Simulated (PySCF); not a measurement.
# quartet SiCl3: levels of theory compared

Wanted: a comparison of 6 runs (U-r2SCAN/STO-3G, U-wB97X-V/STO-3G, UM06-2X/STO-3G, UPBE0/STO-3G, UMP2/STO-3G, NEVPT2(5,5)/STO-3G) of quartet SiCl3. Input form: a Python script.

Program for the calculation: PySCF 2.14.0.

15 further runs of the same task are left out: 8 that didn't finish, 7 set aside as unsound or not needed.

### Step 1. The system as given

The species is SiCl3 (4 atoms), meant as a quartet with charge 0. As SMILES of the parent species, `Cl[Si](Cl)Cl`. The shape is that of a PBE0-D4/def2-TZVP optimisation. That shape belongs to the parent species and isn't relaxed for this state.

Bond lengths: Cl1–Si2 2.043 Å, Si2–Cl3 2.043 Å, Si2–Cl4 2.043 Å. Angles: Cl1–Si2–Cl3 109.4°, Cl1–Si2–Cl4 109.4°, Cl3–Si2–Cl4 109.5°.

### Step 2. A single-point energy at U-r2SCAN/STO-3G (run 1)

The input, geometry.xyz:

```xyz
4

Cl    -1.524800    -0.591600     1.030100
Si     0.116100     0.389400     0.310600
Cl     1.694700    -0.903800     0.219000
Cl    -0.286000     1.105900    -1.559700
```

The input, input.py:

```python
from pyscf import gto, dft

mol = gto.M(
    atom='geometry.xyz',
    verbose=3,
    max_memory=1860,
    charge=0,
    basis='sto-3g',
    spin=3,
)

mf = dft.UKS(mol, xc='r2scan')
mf.conv_tol = 1e-10
mf.grids.level = 5
mf.kernel()
if not mf.converged:
    mf = mf.newton().run(mf.mo_coeff, mf.mo_occ)

e_tot = mf.e_tot
print('Final energy', e_tot)
```

Command:

```bash
$ OMP_NUM_THREADS=1 python input.py
```

Log:

```text
WARN: HOMO 0.0201890377681573 >= LUMO -0.423191454332407

WARN: HOMO 0.0712846870592284 >= LUMO -0.219433464166981

WARN: HOMO 0.0973881030093818 >= LUMO -0.228989389148506

WARN: HOMO 0.097179994472935 >= LUMO -0.228974944410358

WARN: HOMO 0.0960427053375391 >= LUMO -0.229077713997807

WARN: HOMO 0.0955818742431495 >= LUMO -0.228573805054271

WARN: HOMO 0.0953775297964545 >= LUMO -0.229455176977334

WARN: HOMO 0.09536967911197 >= LUMO -0.229450746591055

WARN: HOMO 0.0954947091825076 >= LUMO -0.229486664896343

WARN: HOMO 0.0954900147273409 >= LUMO -0.229523571089837

WARN: HOMO 0.0954955814317213 >= LUMO -0.229530750829528

WARN: HOMO 0.0956426888626306 >= LUMO -0.229620523812679

WARN: HOMO 0.0955050100372471 >= LUMO -0.22960804798064

WARN: HOMO 0.0955353563057947 >= LUMO -0.229612877723759

WARN: HOMO 0.0955436197530986 >= LUMO -0.229614754151685

WARN: HOMO 0.0955385061459583 >= LUMO -0.229612159269357

WARN: HOMO 0.0955387756424205 >= LUMO -0.229612351761407

WARN: HOMO 0.0955386667354439 >= LUMO -0.229612550998693

WARN: HOMO 0.0955386421004366 >= LUMO -0.229612551264109

WARN: HOMO 0.0955386492023836 >= LUMO -0.229612563753131

WARN: HOMO 0.0955386499277552 >= LUMO -0.229612564659939

converged SCF energy = -1651.45156072522  <S^2> = 3.7503552  2S+1 = 4.0001776
Final energy -1651.451560725218
```

Wall time 24 s (1 thread of Intel Xeon Platinum 8488C (Sapphire Rapids), shared host); peak memory 0.28 GiB.

### Step 3. A single-point energy at U-wB97X-V/STO-3G (run 2)

The input, input.xyz:

```xyz
4
Cl3Si
Cl    -1.524800    -0.591600     1.030100
Si     0.116100     0.389400     0.310600
Cl     1.694700    -0.903800     0.219000
Cl    -0.286000     1.105900    -1.559700
```

The input, input.py:

```python
from pyscf import gto, dft

mol = gto.Mole()
mol.atom = 'input.xyz'
mol.charge = 0
mol.max_memory = 1860
mol.spin = 3
mol.basis = 'sto-3g'
mol.verbose = 3
mol.build()

mf = dft.UKS(mol)
mf.xc = 'wb97x-v'
mf.grids.level = 5
mf.nlcgrids.level = 1
mf.conv_tol = 1e-10
mf.kernel()
if not mf.converged:
    mf = mf.newton().run(mf.mo_coeff, mf.mo_occ)

e_final = mf.e_tot
print('E(%s) = %.9f' % ('WB97X-V', e_final))
```

Command:

```bash
$ OMP_NUM_THREADS=1 python input.py
```

Log:

```text
WARN: HOMO 0.0965608101359993 >= LUMO -0.497502844586235

WARN: HOMO -0.0486725304154189 >= LUMO -0.158929662513719

WARN: HOMO -0.0243216927835568 >= LUMO -0.165620843782054

WARN: HOMO -0.0249874286033475 >= LUMO -0.165119000388566

WARN: HOMO -0.02516489749575 >= LUMO -0.165006476489467

WARN: HOMO -0.0251616851578638 >= LUMO -0.165007384374693

WARN: HOMO -0.0251598469977865 >= LUMO -0.165006948773097

WARN: HOMO -0.0251587100757493 >= LUMO -0.16500577041123

WARN: HOMO -0.0251589353592864 >= LUMO -0.165005758819805

WARN: HOMO -0.0251591768658972 >= LUMO -0.165005518340742

WARN: HOMO -0.0251593815842353 >= LUMO -0.165005709996729

WARN: HOMO -0.0251595867564051 >= LUMO -0.165005643114497

WARN: HOMO -0.0251589910950775 >= LUMO -0.16500566933201

WARN: HOMO -0.0251588389932342 >= LUMO -0.165005692133508

WARN: HOMO -0.0251595937596389 >= LUMO -0.165005699999505

WARN: HOMO -0.0251591202187864 >= LUMO -0.165005895636916

WARN: HOMO -0.025159154675145 >= LUMO -0.165005670865888

WARN: HOMO -0.0251590450929241 >= LUMO -0.165005719663955

WARN: HOMO -0.0251591452165509 >= LUMO -0.165005726904488

WARN: HOMO -0.0251591631110434 >= LUMO -0.165005708221779

converged SCF energy = -1651.26854253721  <S^2> = 3.7511467  2S+1 = 4.0005733
E(WB97X-V) = -1651.268542537
```

Run time: 56 s. Hardware: 1 thread of Intel Xeon Platinum 8488C (Sapphire Rapids), shared host; peak memory 0.28 GiB.

Run 3 isn't shown in full; the table further down has it.

### Step 4. The energy at UPBE0/STO-3G (run 4)

The input, input.py:

```python
from pyscf import gto, dft

system = gto.M(
    atom='''
Cl    -2.881454    -1.117962     1.946607
Si     0.219397     0.735859     0.586949
Cl     3.202519    -1.707934     0.413850
Cl    -0.540462     2.089848    -2.947406
''',
    max_memory=1860,
    charge=0,
    spin=3,
    basis='sto-3g',
    unit='bohr',
    verbose=3,
)

mf = dft.UKS(system, xc='pbe0')
mf.conv_tol = 1e-10
mf.grids.level = 5
mf.kernel()
if not mf.converged:
    mf = mf.newton().run(mf.mo_coeff, mf.mo_occ)

energy = mf.e_tot
print('E(%s) = %.9f' % ('PBE0', energy))
```

Command:

```bash
$ OMP_NUM_THREADS=1 python input.py
```

Log:

```text
WARN: HOMO 0.0346307510331257 >= LUMO -0.447493149677542

WARN: HOMO 0.0322509998878717 >= LUMO -0.204311823853691

WARN: HOMO 0.0580055830663085 >= LUMO -0.213233938509148

WARN: HOMO 0.0570631095571238 >= LUMO -0.213200249389461

WARN: HOMO 0.057004573561146 >= LUMO -0.213199436256309

WARN: HOMO 0.0568951629515773 >= LUMO -0.213177675860215

WARN: HOMO 0.0568962142961202 >= LUMO -0.213176778397295

WARN: HOMO 0.056898559887446 >= LUMO -0.213175286996177

WARN: HOMO 0.0568986752605429 >= LUMO -0.213174990166577

WARN: HOMO 0.0568983584967244 >= LUMO -0.213175121139706

WARN: HOMO 0.0568984494138212 >= LUMO -0.213175107451878

WARN: HOMO 0.0568987184180764 >= LUMO -0.213175163260787

WARN: HOMO 0.056898453309741 >= LUMO -0.213174994143707

WARN: HOMO 0.056898374086953 >= LUMO -0.213175159359707

WARN: HOMO 0.0568983846676502 >= LUMO -0.213175148459178

WARN: HOMO 0.0568983813095632 >= LUMO -0.213175138198541

converged SCF energy = -1650.96626963841  <S^2> = 3.7501297  2S+1 = 4.0000649
E(PBE0) = -1650.966269638
```

Run time: 13 s. Hardware: 1 thread of Intel Xeon Platinum 8488C (Sapphire Rapids), shared host; peak memory 0.28 GiB.

Run 5 isn't shown in full; the table further down has it.

### Step 5. A single-point energy at NEVPT2(5,5)/STO-3G (run 6)

The input, run.py:

```python
import numpy
from pyscf import gto, scf, mp, mcscf, mrpt

system = gto.M(
    atom='''
Cl    -2.881454    -1.117962     1.946607
Si     0.219397     0.735859     0.586949
Cl     3.202519    -1.707934     0.413850
Cl    -0.540462     2.089848    -2.947406
''',
    unit='bohr',
    max_memory=1860,
    spin=3,
    basis='sto-3g',
    verbose=4,
)

myscf = system.ROHF()
myscf.conv_tol = 1e-10
myscf.kernel()
if not myscf.converged:
    myscf = myscf.newton().run(myscf.mo_coeff, myscf.mo_occ)

pt = mp.MP2(scf.addons.convert_to_uhf(myscf)).run()
noons, natorbs = mcscf.addons.make_natural_orbitals(pt)
print('natural occupations', numpy.round(noons[:40], 4))
cas = mcscf.CASSCF(myscf, 5, 5)
cas.fix_spin_(ss=3.75)
cas.natorb = True
cas.kernel(natorbs)
e_pt2 = mrpt.NEVPT(cas).kernel()
e_final = cas.e_tot + e_pt2
print('E(%s) = %.9f' % ('NEVPT2', e_final))
```

Command:

```bash
$ OMP_NUM_THREADS=1 python run.py
```

Log:

```text
PySCF version 2.14.0

[INPUT] num. atoms = 4
[INPUT] num. electrons = 65
[INPUT] charge = 0
[INPUT] spin (= nelec alpha-beta = 2S) = 3
[INPUT] symmetry False subgroup None
[INPUT] Mole.unit = bohr
[INPUT] Symbol           X                Y                Z      unit          X                Y                Z       unit  Magmom
[INPUT]  1 Cl    -1.524799791114  -0.591600013075   1.030100063017 AA   -2.881454000000  -1.117962000000   1.946607000000 Bohr   0.0
[INPUT]  2 Si     0.116099892544   0.389399813250   0.310600034772 AA    0.219397000000   0.735859000000   0.586949000000 Bohr   0.0
[INPUT]  3 Cl     1.694700072338  -0.903799750555   0.218999988739 AA    3.202519000000  -1.707934000000   0.413850000000 Bohr   0.0
[INPUT]  4 Cl    -0.286000173768   1.105899935887  -1.559700086529 AA   -0.540462000000   2.089848000000  -2.947406000000 Bohr   0.0

nuclear repulsion = 322.527498837142
number of shells = 20
number of NR pGTOs = 108
number of NR cGTOs = 36
basis = sto-3g
ecp = {}

[... 43 lines left out ...]
converged SCF energy = -1649.07942187451
[... 34 lines left out ...]
sorting_mo_energy = False
[... 46 lines left out ...]
1-step CASSCF converged in  16 macro (245 JK  50 micro) steps
[... 2 lines left out ...]
Natural orbital (expansion on meta-Lowdin AOs) in CAS space
[... 19 lines left out ...]
CASSCF energy = -1649.13630113498
[... 6 lines left out ...]
Natural orbital (expansion on meta-Lowdin AOs) in CAS space
[... 27 lines left out ...]
Nevpt2 Energy = -0.020991152666429
E(NEVPT2) = -1649.157292288
```

Wall time 2.4 s (1 thread of Intel Xeon Platinum 8488C (Sapphire Rapids), shared host); peak memory 0.12 GiB.

### Step 6. The series

```tsv
run	level	nlc grid	integration grid	energy (Eh)	dipole moment (D) of the reference	⟨S²⟩	wall time
1	U-r2SCAN/STO-3G	–	5	-1651.451561	2.34	3.750	24 s
2	U-wB97X-V/STO-3G	1	5	-1651.268543	2.56	3.751	56 s
3	UM06-2X/STO-3G	–	5	-1651.534320	2.62	3.750	20 s
4	UPBE0/STO-3G	–	5	-1650.966270	2.41	3.750	13 s
5	UMP2/STO-3G	–	–	-1649.130306	3.06	3.753	0.77 s
6	NEVPT2(5,5)/STO-3G	–	–	-1649.157292	3.08	–	2.4 s
```

### Step 7. Summary of results

```
                                   quantity           value
                        run 6: total energy  -1649.15729 Eh
run 6: dipole moment (Hartree–Fock density)          3.08 D
```

What this shows: Over runs 1, 2, 3, 4 the dipole moment (its size) runs from 2.34 D (U-r2SCAN/STO-3G) to 2.62 D (UM06-2X/STO-3G). Totals of different functionals can't be ranked against each other. In runs 1, 2, 3, 4, 5, 6 the basis is minimal, so the values are rough. All runs together took 1.9 min, the longest 56 s.
